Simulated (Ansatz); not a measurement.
## TiB2, space group P6/mmm: a phonon calculation by linear response, step by step

Computed with Ansatz 0.2.0, Python API.

Typed at the interpreter:
```pycon
>>> from pathlib import Path
>>> import warnings
>>> import ansatz as az
>>> from ase import Atoms
>>> import numpy as np
>>> warnings.simplefilter("ignore", az.DeckWarning)
>>> atoms = Atoms(
...     ["Ti", "B", "B"],
...     scaled_positions=[
...         [0.0, 0.0, 0.0],
...         [1 / 3, 2 / 3, 0.5],
...         [2 / 3, 1 / 3, 0.5],
...     ],
...     cell=[
...         [3.0292, 0.0, 0.0],
...         [-1.5146, 2.623364, 0.0],
...         [0.0, 0.0, 3.2284],
...     ],
...     pbc=True,
... )
>>> cell = az.Crystal.from_ase(atoms)
>>> cell.resolved().sites[-1]
Site(symbol='B', position=(0.6666666666666666, 0.3333333333333333, 0.5), moment=None, axis=None, held=None, saved=None)
>>> calculation = (
...     cell.calculation()
...     .occupations("fermi_dirac")
...     .functional("lda")
...     .kpoints(12, 12, 10)
...     .phonons("dfpt", points=[(0, 0, 0), (0.5, 0, 0), (0.5, 0, 0.5)])
... )
>>> done = calculation.run(threads=1, runs_dir="runs")
>>> ph = done.phonons
>>> for q in ph.qpoints:
...     thz = np.asarray(q.omega_inv_cm) / 33.35641
...     print("q = ({:.2f}, {:.2f}, {:.2f})".format(*q.q_frac), np.round(thz, 2) + 0.0, "THz")
...
q = (0.00, 0.00, 0.00) [ 0.    0.    0.   14.73 15.03 15.03 16.5  26.13 26.13] THz
q = (0.50, 0.00, 0.00) [ 8.81  9.31 10.56 15.21 15.34 16.21 23.39 24.36 25.07] THz
q = (0.50, 0.00, 0.50) [ 9.27  9.4  10.08 15.46 16.11 17.49 22.99 23.71 25.7 ] THz
```

The cell isn't relaxed first, so the values belong to this volume. The starting cell is as deposited in a crystallographic database; the results hold for this polymorph, which needn't be the stable one. The structure is taken as given; imaginary modes can come from an unrelaxed or unstable start. Phonons of metals also depend on mesh and smearing. The whole script took 96 s on 1 thread of Arm Neoverse V2, on a shared host, peak memory 0.78 GiB.
